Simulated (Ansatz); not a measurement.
**CrH4: geometry, orbitals and charge**

Aim: characterise CrH4 as a triplet: its structure, frontier levels and distribution of charge and spin.

Program: Ansatz 0.2.0, Gaussian basis. Level of theory: UKS PBE0-D4/def2-TZVP. These are calculated values, not measurements.

The runs, in order: relaxation at PBE-D4/def2-TZVP; a single point at PBE0-D4/def2-TZVP.

**1. Starting geometry**

5 atoms, charge 0, spin multiplicity 3.

Atoms are counted from 1 here; the program's logs count them from 0.

Bond lengths: Cr1–H2 1.553 Å, Cr1–H3 1.553 Å, Cr1–H4 1.552 Å, Cr1–H5 1.553 Å. Angles: H2–Cr1–H3 109.4°, H2–Cr1–H4 109.7°, H2–Cr1–H5 109.3°, H3–Cr1–H4 109.3°, H3–Cr1–H5 109.2°, H4–Cr1–H5 109.8°.

As a file:

```xyz
5
charge 0, multiplicity 3
Cr   -0.0023    0.0019    0.0004
H     0.0097   -0.0195    1.5528
H     1.4582    0.0097   -0.5280
H    -0.7369    1.2741   -0.5002
H    -0.7287   -1.2663   -0.5249
```

Formally the metal is d2. No spin-orbit coupling is included.

The start is a GFN2-xTB geometry.

**2. Optimising with PBE-D4/def2-TZVP**

File in.yaml:

```yaml
crystal:
  periodic: [false, false, false]
  atoms:
    - {symbol: Cr, position_ang: [-0.002300, 0.001930, 0.000380]}
    - {symbol: H, position_ang: [0.009710, -0.019490, 1.552760]}
    - {symbol: H, position_ang: [1.458230, 0.009740, -0.528040]}
    - {symbol: H, position_ang: [-0.736930, 1.274070, -0.500210]}
    - {symbol: H, position_ang: [-0.728720, -1.266260, -0.524880]}
basis:
  gaussian: {orbitals: def2-TZVP}
magnetization: {spin_polarized: true, initial_magnetization: 2}
hamiltonian: {xc: pbe, dispersion: d4}
scf: {omitted_lower_state_checks: [starts]}
output: {orbitals: {seedname: orbitals}}
relax: {f_tol: 0.02, max_steps: 100}
```

Command:

```console
ansatz run in.yaml --threads 2 --pin off --events-out ev --progress --plain --max-ram 4352MiB
```

Further steps of the session: Single point, PBE0-D4/def2-TZVP.

Before running them: what should the planned runs give, taken together? Wanted: point group; donor atoms of the metal; HOMO, LUMO at PBE0-D4/def2-TZVP; ⟨S²⟩; charge on the metal; dipole at PBE-D4/def2-TZVP.

As calculated:

```
                                         quantity                             value
                                      point group                                Td
                         donor atoms of the metal  H 1.60, H 1.60, H 1.60, H 1.60 Å
HOMO, LUMO at PBE0-D4/def2-TZVP (over both spins)                   -9.01, -2.99 eV
                                             ⟨S²⟩                             2.260
 charge on the metal (Mulliken, PBE-D4/def2-TZVP)                           +0.30 e
                       dipole at PBE-D4/def2-TZVP                            0.00 D
```

**Reading.** The molecule keeps its bonding pattern by the stored test; the atoms moved 0.04 Å (rms). The Mulliken charge of the metal, +0.30 e, depends on the basis and isn't its oxidation state. No usable vibrations, so a minimum isn't proven. Doubts on the single point: spin contamination. Whether this spin is the lowest isn't tested here.
